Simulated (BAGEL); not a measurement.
**HF/3-21G (density fitting with qzvpp-jkfit) run of GeHCl3 (SMILES [Cl][GeH]([Cl])[Cl])**

What is the energy change on altering one bond length of GeHCl3 at HF/3-21G (density fitting with qzvpp-jkfit)? 

Program for the calculation: BAGEL 1.2.2.

2 further runs of the same task are left out: 2 set aside as unsound or not needed.

## (1) The molecule

GeHCl3 has 5 atoms, charge 0, and is taken as a singlet. SMILES: `[Cl][GeH]([Cl])[Cl]`. The coordinates come from a PBE0-D4/def2-TZVP relaxation.

Bond lengths: Cl1–Ge2 2.126 Å, Ge2–Cl3 2.126 Å, Ge2–Cl4 2.126 Å, Ge2–H5 1.525 Å. Angles: Cl1–Ge2–Cl3 108.5°, Cl1–Ge2–Cl4 108.5°, Cl3–Ge2–Cl4 108.5°, Cl1–Ge2–H5 110.4°, Cl3–Ge2–H5 110.5°, Cl4–Ge2–H5 110.5°.

## (2) A single-point energy at HF/3-21G (density fitting with qzvpp-jkfit)

Input file job.json:

```json
{ "bagel": [

{
  "title": "molecule",
  "basis": "3-21g",
  "df_basis": "qzvpp-jkfit",
  "angstrom": true,
  "geometry": [
    { "atom": "Cl", "xyz": [      -1.177700,      -0.012800,       1.700700 ] },
    { "atom": "Ge", "xyz": [       0.102400,       0.090600,       0.006200 ] },
    { "atom": "Cl", "xyz": [       1.117900,      -1.767600,      -0.185300 ] },
    { "atom": "Cl", "xyz": [      -1.095100,       0.385600,      -1.725800 ] },
    { "atom": "H", "xyz": [       1.102600,       1.230700,       0.163000 ] }
  ]
},

{ "title": "hf" },

{ "title": "print", "file": "orbitals.molden", "orbitals": true }

]}
```

Started as:

```
BAGEL_NUM_THREADS=1 BAGEL job.json > job.out
```

The log of the run:

```text
* using 1 threads per process

  ===============================================================
  ===============================================================

  *** Geometry ***

  { "atom" : "Cl", "xyz" : [     -2.225530,     -0.024188,      3.213857 ] },
  { "atom" : "Ge", "xyz" : [      0.193508,      0.171209,      0.011716 ] },
  { "atom" : "Cl", "xyz" : [      2.112525,     -3.340280,     -0.350166 ] },
  { "atom" : "Cl", "xyz" : [     -2.069439,      0.728678,     -3.261289 ] },
  { "atom" : "H", "xyz" : [      2.083612,      2.325686,      0.308025 ] },

  Number of auxiliary basis functions:      668

  Since a DF basis is specified, we compute 2- and 3-index integrals:
    o Being stored without compression. Storage requirement is 0.021 GB

  Number of basis functions:       63
  Number of electrons      :       84

    * METHOD: MOLECULE                             0.33

  *** RHF ***

  === Nuclear Repulsion ===
   559.1855802501

      * DIIS with orbital gradients will be used.

  === RHF iteration (3-21g) ===
      0      -3437.83689686          0.00953341           0.14
      1      -3437.92101142          0.00367611           0.13
      2      -3437.93193934          0.00045895           0.14
      3      -3437.93227986          0.00008927           0.14
      4      -3437.93229643          0.00002451           0.14
      5      -3437.93229764          0.00000401           0.11
      6      -3437.93229767          0.00000068           0.14
      7      -3437.93229767          0.00000020           0.14
      8      -3437.93229767          0.00000006           0.13
      9      -3437.93229767          0.00000001           0.12
     10      -3437.93229767          0.00000000           0.14
    * SCF iteration converged.

    * Permanent dipole moment:
           (   -0.684162,    -0.779862,    -0.107089) a.u.

    * METHOD: HF                                   1.68

    * METHOD: PRINT                                0.01

  ===============================================================
```

It took 2.2 s on 1 thread of Arm Neoverse V2, shared host.

## (3) The distorted shape at the same level

Input file input.json:

```json
{ "bagel" : [

{
  "title" : "molecule",
  "basis" : "3-21g",
  "df_basis" : "qzvpp-jkfit",
  "angstrom" : true,
  "geometry" : [
    { "atom" : "Cl", "xyz" : [      -2.396306,       2.217050,       1.930501 ] },
    { "atom" : "Ge", "xyz" : [      -1.116206,       2.320450,       0.236001 ] },
    { "atom" : "Cl", "xyz" : [       1.117900,      -1.767600,      -0.185300 ] },
    { "atom" : "Cl", "xyz" : [      -2.313706,       2.615450,      -1.495999 ] },
    { "atom" : "H", "xyz" : [      -0.116006,       3.460550,       0.392801 ] }
  ]
},

{
  "title" : "hf",
  "charge" : 0
},

{
  "title" : "print",
  "file" : "orbitals.molden",
  "orbitals" : true
}

]}
```

Started as:

```
BAGEL_NUM_THREADS=1 BAGEL input.json > input.out
```

The log of the run:

```text
* using 1 threads per process

  ===============================================================
  ===============================================================

  *** Geometry ***

  { "atom" : "Cl", "xyz" : [     -4.528362,      4.189617,      3.648118 ] },
  { "atom" : "Ge", "xyz" : [     -2.109324,      4.385015,      0.445977 ] },
  { "atom" : "Cl", "xyz" : [      2.112525,     -3.340280,     -0.350166 ] },
  { "atom" : "Cl", "xyz" : [     -4.372271,      4.942484,     -2.827028 ] },
  { "atom" : "H", "xyz" : [     -0.219220,      6.539492,      0.742286 ] },

  Number of auxiliary basis functions:      668

  Since a DF basis is specified, we compute 2- and 3-index integrals:
    o Being stored without compression. Storage requirement is 0.021 GB

  Number of basis functions:       63
  Number of electrons      :       84

    * METHOD: MOLECULE                             0.32

  *** RHF ***

  === Nuclear Repulsion ===
   448.8628923423

      * DIIS with orbital gradients will be used.

  === RHF iteration (3-21g) ===
      0      -3437.54082045          0.01172367           0.14
      1      -3437.15163691          0.01476050           0.13
      2      -3437.65679999          0.00552208           0.13
      3      -3437.68720955          0.00354132           0.13
      4      -3437.70789262          0.00177860           0.13
      5      -3437.71218184          0.00169305           0.12
      6      -3437.69705360          0.00059900           0.13
      7      -3437.69887716          0.00072759           0.14
      8      -3437.69853145          0.00032383           0.14
      9      -3437.69772897          0.00067471           0.14
     10      -3437.69791092          0.00037136           0.13
     11      -3437.69862825          0.00033429           0.13
     12      -3437.69793728          0.00012909           0.14
     13      -3437.69784826          0.00006397           0.13
     14      -3437.69783485          0.00004399           0.13
     15      -3437.69782030          0.00000619           0.13
[... 13 lines of this table left out ...]
     29      -3437.69782001          0.00000003           0.12
     30      -3437.69782001          0.00000004           0.14
     31      -3437.69782001          0.00000003           0.13
     32      -3437.69782001          0.00000003           0.14
     33      -3437.69782001          0.00000003           0.13
     34      -3437.69782001          0.00000003           0.14
     35      -3437.69782001          0.00000005           0.14
     36      -3437.69782001          0.00000001           0.14
    * SCF iteration converged.

    * Permanent dipole moment:
           (    3.073755,    -6.928413,    -0.731173) a.u.

    * METHOD: HF                                   5.14

    * METHOD: PRINT                                0.01

  ===============================================================
```

Wall time 5.7 s (1 thread of Arm Neoverse V2, shared host).

## (4) Outcome

At HF/3-21G (density fitting with qzvpp-jkfit):

```
                                                           quantity           value
                                          first shape: total energy  -3437.93230 Eh
                                         first shape: dipole moment          2.65 D
                                           first shape: HOMO energy       -13.23 eV
                                           first shape: LUMO energy         1.91 eV
                                         first shape: HOMO–LUMO gap        15.14 eV
                                      distorted shape: total energy  -3437.69782 Eh
                                     distorted shape: dipole moment         19.35 D
                                       distorted shape: HOMO energy        -6.84 eV
                                       distorted shape: LUMO energy        -5.35 eV
                                     distorted shape: HOMO–LUMO gap         1.49 eV
energy change with the Ge2–Cl3 bond stretched from 2.126 to 4.678 Å        6.380 eV
```

In words: One bond (distorted shape) is far stretched, which a spin-restricted single reference describes badly; a broken-symmetry solution may lie lower. With the Ge2–Cl3 bond stretched from 2.126 to 4.678 Å the energy rises by 6.38 eV (616 kJ/mol). The first shape isn't relaxed at this level, so the change isn't measured from a minimum. A restricted reference can't describe the breaking bond well at this length.
